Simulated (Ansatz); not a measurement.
**TaRu: stress in a strained cell**

Aim: deform TaRu (zz strain of -1 %) and compute stress, forces and field gradients with LAPW, PAW and all-electron datasets made for the crystal.

Computed with Ansatz 0.2.0 (DFT LDA, scalar-relativistic, unless a step's input says otherwise).

## Step 1: The system as given

Symmetry: P4/mmm, No. 123, tetragonal system. The conventional cell has a = 3.053 Å, b = 3.053 Å, c = 3.389 Å, α = 90.00°, β = 90.00°, γ = 90.00°. Around Ta (site symmetry 4/mmm) lie 8 Ru at 2.74 Å and 4 Ta at 3.05 Å. Ru (site symmetry 4/mmm) is surrounded by 8 Ta at 2.74 Å and 4 Ru at 3.05 Å.

Coordinates:

```cif
data_structure
_symmetry_space_group_name_H-M 'P 1'
_symmetry_Int_Tables_number 1
_cell_length_a 3.0530
_cell_length_b 3.0530
_cell_length_c 3.3890
_cell_angle_alpha 90.000
_cell_angle_beta 90.000
_cell_angle_gamma 90.000
_cell_volume 31.59
loop_
_atom_site_label
_atom_site_type_symbol
_atom_site_fract_x
_atom_site_fract_y
_atom_site_fract_z
_atom_site_occupancy
Ta1 Ta 0.50000 0.50000 0.50000 1
Ru1 Ru 0.00000 0.00000 0.00000 1
```

Atoms are numbered in the order of the input: Ta1, Ru2.

## Step 2: After the deformation

Space group P4/mmm before, P4/mmm after.

## Step 3: All-electron LAPW

The input, input.yaml:

```yaml
crystal:
  lattice:
    - [3.053, 0.0, 0.0]
    - [0.0, 3.053, 0.0]
    - [0.0, 0.0, 3.35511]
  atoms:
    - { symbol: Ta, position: [0.5, 0.5, 0.5] }
    - { symbol: Ru, position: [0.0, 0.0, 0.0] }
kpoints:
  mp_grid: { grid: [11, 11, 10] }
  band_path:
    path:
      - [0.0, 0.0, 0.0]
      - [0.0, 0.5, 0.0]
      - [0.5, 0.5, 0.0]
      - [0.0, 0.0, 0.0]
      - [0.0, 0.0, 0.5]
      - [0.0, 0.5, 0.5]
      - [0.5, 0.5, 0.5]
      - [0.0, 0.0, 0.5]
      - [0.0, 0.5, 0.0]
    npoints: 5
scf:
  occupations: { method: fermi_dirac, width: 0.05 }
hamiltonian:
  xc: lda
  pseudopotentials: { kind: all_electron, lapw: { basis_error: 0.0005 } }
output:
  forces: true
  stress: true
  eigenvalues: true
```

The run is started by

```bash
$ ansatz run input.yaml --threads 1 --pin off --max-ram 3072MiB --backend cpu --events-out ev --progress --plain --runs-dir out
```

## Step 4: Frozen-core PAW

The input, input.yaml:

```yaml
crystal:
  lattice:
    - [3.053, 0.0, 0.0]
    - [0.0, 3.053, 0.0]
    - [0.0, 0.0, 3.35511]
  atoms:
    - { symbol: Ta, position: [0.5, 0.5, 0.5] }
    - { symbol: Ru, position: [0.0, 0.0, 0.0] }
kpoints:
  mp_grid: { grid: [11, 11, 10] }
scf:
  occupations: { method: fermi_dirac, width: 0.05 }
hamiltonian:
  xc: lda
  pseudopotentials: { kind: paw }
output:
  forces: true
  stress: true
  eigenvalues: true
  efg: { contact_densities: true }
```

## Step 5: Datasets made for this crystal

Edit input.yaml of step 4 so:

```diff
@@ -14,3 +14,3 @@
   xc: lda
-  pseudopotentials: { kind: paw }
+  pseudopotentials: { kind: all_electron, datasets: crystal }
 output:
```

(Steps that only read results are left out.)

**Question.** What will these runs give? Wanted: pressure; largest shear or deviatoric stress.

**Answer**, as computed:

```
                                 quantity                                              value
                                 pressure  LAPW -7.95, PAW -8.08, crystal datasets -7.95 GPa
largest shear or deviatoric stress (LAPW)                                           1.45 GPa
```

What this shows: The largest part of the stress beyond the pressure is 1.45 GPa in size, in the zz component; the atoms are carried along and not relaxed. No run of the undeformed cell stands beside it, so the pressure holds what the given cell had before the change. PAW: stress within 0.15 GPa of LAPW. Crystal datasets: stress within 0.01 GPa of LAPW. Spin-orbit coupling is left out, though the cell holds Ta; in elements this heavy it can shift bands and gaps by tenths of an eV.
